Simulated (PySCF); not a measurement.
# CHBr (Monobromomethylene): the cost of one run

Computed with PySCF 2.14.0 and routines of our own; the level stands in each step. Atoms count from 0.

## 1. The starting structure

3 atoms, charge 0, multiplicity 1; geometry from: GFN2-xTB.

## 2. Geometry optimisation at PBE0-D3(BJ)/def2-SVP

What the job is given:

```
{"job": {"xc": "PBE0", "basis": "def2-SVP", "d3": "d3bj", "grid": 1, "maxiter": 30, "shake": 0.01, "kind": "geom"}, "charge": 0, "multiplicity": 1}
C     -0.309710     0.475500     0.001410
Br     1.355510    -0.145320    -0.013210
H     -1.039790    -0.365120    -0.007380
```

Run with:

```sh
$ OMP_NUM_THREADS=1 python heavy_run.py task.json out
```

The driver reads the jobs from task.json and runs them one after another.

**Question.** How long does this first job take on 1 thread of Arm Neoverse V1, shared host, and how much memory does it need?

About 2.3 s, with a peak of 0.26 GiB.
